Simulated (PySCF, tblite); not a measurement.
# B₁₅N₁₅H₁₄: electronic excitations, NMR shifts

What do calculations give for the electronic excitations, NMR shifts of B₁₅N₁₅H₁₄?

Computed with tblite 0.8.0 and PySCF 2.14.0 and routines of our own; the level stands in each step. Atoms count from 0.

## 1. The starting structure

44 atoms, charge 0, multiplicity 1; geometry from: force field, distance geometry or constructed start.

## 2. Geometry optimisation with GFN2-xTB

The job: settings as JSON, then the geometry in Å.

```
{"job": {"kind": "relax", "xc": "GFN2-xTB", "basis": "xTB"}, "charge": 0, "multiplicity": 1}
B      2.622500     0.807100    -0.402700
N      1.843800     1.888700    -0.960200
B      2.127300     1.618500     1.919200
N      1.016800     2.356000     1.359800
B      0.833400     2.405500    -0.066400
N     -0.493400     2.406200    -0.624500
B     -0.114100     2.477800     2.246200
N     -1.347900     2.005600     1.698800
B     -0.670500     2.349500    -2.058100
N     -1.780600     1.620000    -2.608300
B     -1.504700     1.884900     0.259500
N     -2.275800     0.806900    -0.290600
B     -2.114400     1.155700     2.585800
N     -2.443800    -0.127000     2.025900
B     -2.337200     0.633000    -1.726100
N     -2.385300    -0.695100    -2.272200
B     -2.438700    -0.315600     0.593800
N     -2.012500    -1.574500     0.039700
B     -1.900700    -1.724800    -1.392500
N     -0.849000    -2.535200    -1.944500
B     -1.194100    -2.357500     0.925700
N      0.075600    -2.741400     0.371800
B      0.271200    -2.738300    -1.057100
N      1.531900    -2.365600    -1.617400
B      1.196700    -2.533500     1.256400
N      2.238400    -1.727500     0.705800
B      2.356400    -1.568800    -0.733100
N      2.782800    -0.316900    -1.283400
B      2.728300    -0.695300     1.584800
N      2.680500     0.628300     1.038000
H      2.009400     2.260300    -1.911800
H      2.533800     1.816000     2.995500
H     -0.032300     2.925400     3.324700
H      0.080200     2.900600    -2.762200
H     -2.144200     1.795000    -3.570600
H     -2.427600     1.486000     3.655000
H     -2.694200    -0.916300     2.654000
H     -2.736600    -0.891900    -3.238600
H     -0.895200    -2.943500    -2.904800
H     -1.536700    -2.662800     2.002600
H      1.838300    -2.634600    -2.569600
H      1.252100    -2.995700     2.336400
H      3.184600    -0.228300    -2.245700
H      3.128700    -0.919700     2.662200
```

Launch:

```bash
> OMP_NUM_THREADS=2 python large_run.py task.json out
```

This one command runs all jobs of the session in turn.

Output:

```text
step      E/eV     max force
  0   -1919.89781    2.219
  1   -1920.52801    1.604
  2   -1921.07094    1.107
  3   -1921.30379    0.618
  4   -1921.38843    0.497
  5   -1921.44287    0.387
  6   -1921.49719    0.322
  7   -1921.53127    0.323
  8   -1921.56329    0.317
  9   -1921.59378    0.319
 10   -1921.62259    0.306
 11   -1921.64569    0.225
 12   -1921.66667    0.267
 13   -1921.68866    0.311
 14   -1921.70988    0.298
 15   -1921.72771    0.212
 16   -1921.73995    0.151
 17   -1921.74737    0.154
 18   -1921.75268    0.131
 19   -1921.75723    0.120
 20   -1921.76073    0.105
 21   -1921.76301    0.089
 22   -1921.76456    0.078
 23   -1921.76610    0.067
 24   -1921.76796    0.068
 25   -1921.76984    0.066
 26   -1921.77137    0.072
 27   -1921.77260    0.067
 28   -1921.77378    0.067
 29   -1921.77495    0.050
 30   -1921.77597    0.070
 31   -1921.77683    0.068
 32   -1921.77769    0.048
 33   -1921.77861    0.052
 34   -1921.77951    0.050
 35   -1921.78028    0.051
 36   -1921.78093    0.042
 37   -1921.78151    0.033
 38   -1921.78202    0.032
 39   -1921.78245    0.031
 40   -1921.78282    0.031
 41   -1921.78318    0.029
 42   -1921.78354    0.029
 43   -1921.78392    0.030
 44   -1921.78432    0.034
 45   -1921.78476    0.041
 46   -1921.78517    0.038
 47   -1921.78551    0.027
 48   -1921.78579    0.023
 49   -1921.78604    0.028
 50   -1921.78629    0.025
 51   -1921.78650    0.023
 52   -1921.78666    0.020
 53   -1921.78680    0.019
```

Run time: 2.8 s. Hardware: 2 threads of Arm Neoverse N1, shared host; peak memory 0.16 GiB.

The steps of the relaxation:

```csv
step,energy from step 0 (eV),largest force (eV/Å)
0,0.0000,2.2186
1,-0.6302,1.6047
2,-1.1731,1.1071
3,-1.4060,0.6177
4,-1.4906,0.4962
5,-1.5451,0.3872
6,-1.5994,0.3212
7,-1.6335,0.3230
8,-1.6655,0.3175
11,-1.7479,0.2251
15,-1.8299,0.2120
19,-1.8594,0.1205
22,-1.8668,0.0783
26,-1.8736,0.0718
30,-1.8782,0.0696
34,-1.8817,0.0507
37,-1.8837,0.0335
41,-1.8854,0.0292
45,-1.8870,0.0417
49,-1.8882,0.0282
50,-1.8885,0.0251
51,-1.8887,0.0232
52,-1.8889,0.0206
53,-1.8890,0.0190
```

Distances of close pairs at the start and the end, largest changes first:

```csv
bond,before (Å),after (Å),change (Å)
N15–H37,1.047,1.009,-0.037
N27–H42,1.047,1.009,-0.037
N19–H38,1.045,1.010,-0.035
N9–H34,1.043,1.009,-0.035
N13–H36,1.039,1.007,-0.032
N23–H40,1.036,1.009,-0.026
N1–H30,1.035,1.009,-0.026
B12–N13,1.438,1.413,-0.025
```

The next job starts from the end point, and lists it.

## 3. Electronic excitations: TDDFT B3LYP/6-31G*

The job: settings as JSON, then the geometry in Å.

```
{"job": {"kind": "uv", "basis": "6-31G*", "grid": 1, "kgrid": 0, "vcut": 1.5, "nstates": 6, "ntriplets": 2, "tda": false, "delta": [], "pop": true, "xc": "B3LYP"}, "charge": 0, "multiplicity": 1}
B      2.606235     0.806161    -0.416132
N      1.984782     1.988457    -0.925105
B      2.196375     1.674099     1.867216
N      1.100648     2.424511     1.333269
B      0.890508     2.421929    -0.095970
N     -0.443447     2.478821    -0.641685
B     -0.046059     2.489547     2.206348
N     -1.254924     1.944775     1.677661
B     -0.788836     2.546186    -2.031333
N     -1.752962     1.645831    -2.543161
B     -1.344014     1.772234     0.247873
N     -2.149824     0.731629    -0.308058
B     -2.095635     1.130757     2.516622
N     -2.634872    -0.046524     1.951988
B     -2.188757     0.545285    -1.726143
N     -2.421058    -0.772266    -2.228098
B     -2.394474    -0.378068     0.579577
N     -2.073868    -1.689666     0.060525
B     -1.891841    -1.801575    -1.366856
N     -0.921850    -2.730116    -1.873841
B     -1.212379    -2.469997     0.919846
N      0.067616    -2.816463     0.385301
B      0.252615    -2.760152    -1.045741
N      1.548661    -2.450604    -1.566251
B      1.195775    -2.550791     1.242419
N      2.229227    -1.726236     0.698346
B      2.287397    -1.541856    -0.733476
N      2.851459    -0.335994    -1.254217
B      2.731834    -0.680237     1.554568
N      2.732758     0.642607     1.013441
H      1.875157     2.085862    -1.923519
H      2.510425     1.760337     2.991165
H      0.052264     2.804690     3.328637
H     -0.253697     3.302586    -2.756361
H     -1.957603     1.647872    -3.530949
H     -2.248590     1.382169     3.649774
H     -3.034247    -0.743161     2.559950
H     -2.409041    -0.921254    -3.226414
H     -0.811073    -2.798131    -2.875139
H     -1.471858    -2.655921     2.047766
H      1.670544    -2.401947    -2.567042
H      1.181250    -2.852026     2.373817
H      2.878067    -0.204526    -2.254412
H      2.960513    -0.882147     2.685005
```

Method: TDDFT B3LYP/6-31G*, vertical, gas phase, core orbitals frozen in the response, virtual orbitals cut by energy.

Output:

```text
start: PBE on a coarse grid of 37787 points
cycle   1  E = -1202.0002559183  dE =  5.445e+00  |g| = 1.464e+00  |ddm| = 7.486e+00
cycle   2  E = -1201.0768443057  dE =  9.234e-01  |g| = 2.471e+00  |ddm| = 3.724e+00
cycle   3  E = -1202.4792459160  dE = -1.402e+00  |g| = 2.523e-01  |ddm| = 2.546e+00
cycle   4  E = -1202.4945435352  dE = -1.530e-02  |g| = 1.045e-01  |ddm| = 3.493e-01
cycle   5  E = -1202.4968601357  dE = -2.317e-03  |g| = 3.488e-02  |ddm| = 1.092e-01
cycle   6  E = -1202.4971377018  dE = -2.776e-04  |g| = 1.241e-02  |ddm| = 4.536e-02
cycle   7  E = -1202.4971724471  dE = -3.475e-05  |g| = 2.856e-03  |ddm| = 1.292e-02
final grid: 166984 points
cycle   8  E = -1203.8364781363  dE = -1.007e-02  |g| = 1.479e-01  |ddm| = 3.793e-01
cycle   9  E = -1203.8333320037  dE =  3.146e-03  |g| = 1.893e-01  |ddm| = 2.365e-01
cycle  10  E = -1203.8408920212  dE = -7.560e-03  |g| = 1.114e-02  |ddm| = 1.390e-01
cycle  11  E = -1203.8409216747  dE = -2.965e-05  |g| = 3.858e-03  |ddm| = 1.649e-02
cycle  12  E = -1203.8409260414  dE = -4.367e-06  |g| = 1.100e-03  |ddm| = 4.224e-03
cycle  13  E = -1203.8409251889  dE =  8.525e-07  |g| = 4.353e-04  |ddm| = 1.150e-03
cycle  14  E = -1203.8409252769  dE = -8.801e-08  |g| = 8.508e-05  |ddm| = 4.282e-04
converged SCF energy = -1203.8409252769

Static polarisability (au): isotropic 222.757, principal 203.589 218.650 246.032

Singlet excitations
state   eV       nm        f      main configurations
  1   5.1243    242.0   0.00766   H->L 0.92
  2   5.1531    240.6   0.00463   H-1->L 0.90
  3   5.3050    233.7   0.00094   H->L+1 0.85
  4   5.3769    230.6   0.00257   H-1->L+1 0.91
  5   5.7405    216.0   0.01425   H->L+2 0.72
  6   5.8296    212.7   0.00263   H-3->L 0.57, H-2->L+1 0.10

Triplet excitations (Tamm-Dancoff, eV): 4.8186 4.8957
```

It took 2.5 min on 2 threads of Arm Neoverse N1, shared host; peak memory 1.5 GiB.

Frontier orbitals and where they lie:

```csv
orbital,eV,atoms
HOMO−4,-7.29,"N19 17 %, N3 12 %, N27 10 %"
HOMO−3,-7.08,"N25 11 %, N13 11 %, N7 10 %"
HOMO−2,-7.05,"N17 21 %, N1 13 %, N21 12 %"
HOMO−1,-6.38,"N19 19 %, N23 15 %, N15 10 %"
HOMO,-6.35,"N1 19 %, N27 12 %, N5 12 %"
LUMO,-0.48,"B2 17 %, B6 15 %, B4 11 %"
LUMO+1,-0.28,"B20 25 %, B18 8 %, B22 8 %"
LUMO+2,0.22,"B8 22 %, B16 15 %, B12 14 %"
LUMO+3,0.47,"B6 20 %, B24 20 %, B12 10 %"
```

With each of the 6 states as a Gaussian band of 0.4 eV half-width at 1/e, the curve within the window shown has maxima at 220 nm (ε 810) L/(mol cm). Beyond the last state computed it falls off for lack of states. The curve at chosen wavelengths:

| nm | ε (L/mol/cm) |
| --- | --- |
| 202 | 289 |
| 205 | 421 |
| 208 | 555 |
| 211 | 672 |
| 213 | 732 |
| 216 | 790 |
| 219 | 813 |
| 222 | 812 |
| 225 | 798 |
| 228 | 781 |
| 230 | 770 |
| 233 | 752 |
| 236 | 730 |
| 239 | 697 |
| 242 | 650 |
| 245 | 591 |
| 247 | 545 |
| 250 | 470 |
| 253 | 392 |
| 256 | 317 |
| 259 | 249 |
| 262 | 189 |
| 264 | 156 |
| 267 | 113 |
| 270 | 80 |
| 273 | 56 |

Ground-state properties from the same run:

```csv
property,computed
dipole moment (D),7.07
polarisability (Å³),33.01
HOMO–LUMO gap (eV),5.87
−ε(HOMO) (eV),6.35
```

## 4. NMR shifts: GIAO KT3/pcSseg-1

The job, as its differences from that of step 3:

```diff
@@ -1,2 +1,2 @@
-{"job": {"kind": "uv", "basis": "6-31G*", "grid": 1, "kgrid": 0, "vcut": 1.5, "nstates": 6, "ntriplets": 2, "tda": false, "delta": [], "pop": true, "xc": "B3LYP"}, "charge": 0, "multiplicity": 1}
+{"job": {"kind": "nmr", "xc": "KT3", "basis": "pcSseg-1", "pop": false}, "charge": 0, "multiplicity": 1}
 B      2.606235     0.806161    -0.416132
```

Method: GIAO KT3/pcSseg-1 NMR shielding, non-relativistic, gas phase.

Output:

```text
start: PBE on a coarse grid of 37787 points
cycle   1  E = -1201.5201249613  dE =  5.326e+00  |g| = 1.468e+00  |ddm| = 6.892e+00
cycle   2  E = -1200.5458524995  dE =  9.743e-01  |g| = 2.545e+00  |ddm| = 3.678e+00
cycle   3  E = -1201.9832108162  dE = -1.437e+00  |g| = 2.544e-01  |ddm| = 2.623e+00
cycle   4  E = -1201.9984138628  dE = -1.520e-02  |g| = 1.069e-01  |ddm| = 3.728e-01
cycle   5  E = -1202.0007693833  dE = -2.356e-03  |g| = 3.514e-02  |ddm| = 1.048e-01
cycle   6  E = -1202.0010271853  dE = -2.578e-04  |g| = 1.374e-02  |ddm| = 4.347e-02
cycle   7  E = -1202.0010713690  dE = -4.418e-05  |g| = 2.876e-03  |ddm| = 1.308e-02
final grid: 352566 points
cycle   8  E = -1222.9355629936  dE = -5.992e-02  |g| = 1.662e-01  |ddm| = 6.041e-01
cycle   9  E = -1222.9247322969  dE =  1.083e-02  |g| = 2.773e-01  |ddm| = 3.541e-01
cycle  10  E = -1222.9416100430  dE = -1.688e-02  |g| = 1.582e-02  |ddm| = 2.223e-01
cycle  11  E = -1222.9416696158  dE = -5.957e-05  |g| = 6.213e-03  |ddm| = 2.500e-02
cycle  12  E = -1222.9416783118  dE = -8.696e-06  |g| = 2.001e-03  |ddm| = 7.288e-03
cycle  13  E = -1222.9416788485  dE = -5.367e-07  |g| = 7.171e-04  |ddm| = 2.210e-03
cycle  14  E = -1222.9416802397  dE = -1.391e-06  |g| = 1.671e-04  |ddm| = 7.545e-04
cycle  15  E = -1222.9416812526  dE = -1.013e-06  |g| = 6.995e-05  |ddm| = 2.240e-04
converged SCF energy = -1222.9416812526

GIAO shielding tensors (ppm)
atom      isotropic    diamagn.    paramagn.     s11        s22        s33       span
  0 B       78.018     220.164    -142.145     58.192     71.219    104.645     46.453
  1 N      145.053     345.216    -200.163     61.228    154.256    219.674    158.447
  2 B       71.009     205.490    -134.481     51.529     55.425    106.074     54.545
  3 N       86.699     353.111    -266.412      3.586     24.309    232.202    228.615
  4 B       76.530     219.761    -143.231     59.711     67.468    102.410     42.699
  5 N      120.835     352.610    -231.775     42.737     75.503    244.264    201.527
  6 B       69.611     204.427    -134.816     49.924     54.976    103.932     54.008
  7 N       98.594     349.191    -250.598     22.148     28.631    245.002    222.855
  8 B       74.322     209.283    -134.961     49.592     60.934    112.439     62.847
  9 N      137.011     334.515    -197.504     34.465    165.708    210.861    176.396
 10 B       78.058     216.653    -138.595     63.366     66.947    103.860     40.494
 11 N      118.606     354.965    -236.359     47.557     69.955    238.307    190.750
 12 B       73.531     203.619    -130.088     50.389     62.881    107.324     56.935
 13 N      137.779     335.815    -198.037     44.531    152.456    216.349    171.817
 14 B       79.957     216.290    -136.333     62.207     71.987    105.678     43.471
 15 N      159.201     338.442    -179.240     87.553    177.453    212.597    125.044
 16 B       76.571     213.731    -137.160     60.082     69.377    100.253     40.170
 17 N      113.054     353.345    -240.291     40.599     64.484    234.080    193.481
 18 B       75.805     218.871    -143.066     58.466     66.172    102.777     44.310
 19 N      153.432     340.471    -187.039     72.890    173.173    214.233    141.343
 20 B       69.674     209.491    -139.817     49.882     53.161    105.978     56.095
 21 N       90.101     350.988    -260.887      6.774     28.802    234.727    227.953
 22 B       77.857     219.481    -141.625     57.148     71.507    104.915     47.767
 23 N      156.460     341.597    -185.137     77.994    176.319    215.068    137.075
 24 B       71.767     207.869    -136.102     52.037     56.409    106.856     54.818
 25 N       93.951     350.403    -256.452      7.786     33.333    240.735    232.948
 26 B       78.008     219.025    -141.017     57.041     72.164    104.820     47.779
 27 N      156.569     342.872    -186.303     77.749    176.287    215.670    137.920
 28 B       71.720     206.454    -134.734     52.115     56.299    106.746     54.631
 29 N       93.884     351.204    -257.320      7.294     35.248    239.109    231.816
 30 H       28.442      46.136     -17.694     24.983     29.027     31.315      6.332
 31 H       26.713      33.525      -6.812     24.802     26.589     28.747      3.944
 32 H       26.690      32.898      -6.208     24.772     26.612     28.686      3.914
 33 H       26.891      35.240      -8.348     24.420     27.200     29.055      4.635
 34 H       26.872      35.339      -8.468     23.044     25.897     31.675      8.631
 35 H       27.110      31.882      -4.772     24.638     27.138     29.555      4.916
 36 H       26.688      34.805      -8.118     22.574     26.022     31.466      8.891
 37 H       28.548      39.817     -11.269     24.442     27.760     33.443      9.001
 38 H       28.602      41.359     -12.757     24.816     28.172     32.819      8.002
 39 H       26.765      38.366     -11.600     24.604     27.098     28.594      3.990
 40 H       28.560      42.752     -14.192     24.986     28.086     32.607      7.621
 41 H       26.855      35.989      -9.134     25.112     26.716     28.739      3.628
 42 H       28.586      44.223     -15.637     25.323     28.049     32.385      7.062
 43 H       26.843      34.767      -7.925     24.914     26.805     28.809      3.895
```

It took 96 s on 2 threads of Arm Neoverse N1, shared host; peak memory 1.4 GiB.

The references, computed at this level on geometries of the same kind, shield at (ppm): ¹H TMS 31.76, ¹⁵N NH3 264.4, ¹¹B BF3·OEt2 100.0. Their shielding less the atom's gives the shift. The references are single molecules in the gas phase, so shifts against H2O, NH3, PH3, H3PO4 or CFCl3 are not on the usual liquid scales and can be off by tens of ppm.

```csv
atoms,environment,σ (ppm),δ (ppm)
H36,hydrogen on a nitrogen bonded to 2 B,26.69,5.07
H32,hydrogen on a boron bonded to 2 N,26.69,5.07
H31,hydrogen on a boron bonded to 2 N,26.71,5.05
H39,hydrogen on a boron bonded to 2 N,26.77,4.99
H43,hydrogen on a boron bonded to 2 N,26.84,4.92
H41,hydrogen on a boron bonded to 2 N,26.86,4.90
H34,hydrogen on a nitrogen bonded to 2 B,26.87,4.89
H33,hydrogen on a boron bonded to 2 N,26.89,4.87
H35,hydrogen on a boron bonded to 2 N,27.11,4.65
H30,hydrogen on a nitrogen bonded to 2 B,28.44,3.32
H37,hydrogen on a nitrogen bonded to 2 B,28.55,3.21
H40,hydrogen on a nitrogen bonded to 2 B,28.56,3.20
H42,hydrogen on a nitrogen bonded to 2 B,28.59,3.17
H38,hydrogen on a nitrogen bonded to 2 B,28.60,3.16
B6,"boron bonded to 2 N, H",69.6,30.4
B20,"boron bonded to 2 N, H",69.7,30.3
B2,"boron bonded to 2 N, H",71.0,29.0
B28,"boron bonded to 2 N, H",71.7,28.3
B24,"boron bonded to 2 N, H",71.8,28.2
B12,"boron bonded to 2 N, H",73.5,26.4
B8,"boron bonded to 2 N, H",74.3,25.7
B18,boron bonded to 3 N,75.8,24.2
B4,boron bonded to 3 N,76.5,23.4
B16,boron bonded to 3 N,76.6,23.4
B22,boron bonded to 3 N,77.9,22.1
B26,boron bonded to 3 N,78.0,22.0
B0,boron bonded to 3 N,78.0,22.0
B10,boron bonded to 3 N,78.1,21.9
B14,boron bonded to 3 N,80.0,20.0
N3,nitrogen bonded to 3 B,86.7,177.7
N21,nitrogen bonded to 3 B,90.1,174.3
N29,nitrogen bonded to 3 B,93.9,170.5
N25,nitrogen bonded to 3 B,94.0,170.4
N7,nitrogen bonded to 3 B,98.6,165.8
N17,nitrogen bonded to 3 B,113.1,151.3
N11,nitrogen bonded to 3 B,118.6,145.8
N5,nitrogen bonded to 3 B,120.8,143.6
N9,"nitrogen bonded to 2 B, H",137.0,127.4
N13,"nitrogen bonded to 2 B, H",137.8,126.6
N1,"nitrogen bonded to 2 B, H",145.1,119.3
```

Ring of atoms B0, N1, B2, N3, B4, N29: NICS(0) -1.8, NICS(1) -2.4, NICS(1)zz -1.3 ppm (means of both faces; NICS(1) differs between them: -3.9 and -0.9).

Ring of atoms B0, N25, B26, N27, B28, N29: NICS(0) -1.8, NICS(1) -2.4, NICS(1)zz -1.7 ppm (means of both faces; NICS(1) differs between them: -3.8 and -1.0).

Ring of atoms N3, B4, N5, B6, N7, B10: NICS(0) -1.1, NICS(1) -2.2, NICS(1)zz -0.3 ppm (means of both faces; NICS(1) differs between them: -3.8 and -0.6).

## 5. Outcome

| quantity | value |
| --- | --- |
| lowest singlet (B3LYP/6-31G*) | 5.12 eV (242 nm), f = 0.008 |
| brightest single state of those computed | state 5, 5.74 eV, f = 0.014 |
| lowest triplet | 4.82 eV |
| ¹H shifts against TMS (KT3/pcSseg-1) | 5.07, 5.07, 5.05, 4.99, 4.92, 4.90, 4.89, 4.87, 4.65, 3.32, 3.21, 3.20, 3.17, 3.16 ppm |
| ¹¹B shifts against BF3·OEt2 (KT3/pcSseg-1) | 30.4, 30.3, 29.0, 28.3, 28.2, 26.4, 25.7, 24.2, 23.4, 23.4, 22.1, 22.0, 22.0, 21.9 ppm and more |
| ¹⁵N shifts against NH3 (KT3/pcSseg-1) | 177.7, 174.3, 170.5, 170.4, 165.8, 151.3, 145.8, 143.6, 127.4, 126.6, 119.3, 111.0, 107.9, 107.8 ppm and more |

In words: The lowest singlet, at 5.12 eV, is HOMO→LUMO 0.92 and is weak; of the 6 states computed, the strongest absorption comes from state 5 at 5.74 eV. The lowest triplet lies 0.31 eV below the lowest singlet (triplets in Tamm-Dancoff, singlets in full TDDFT).
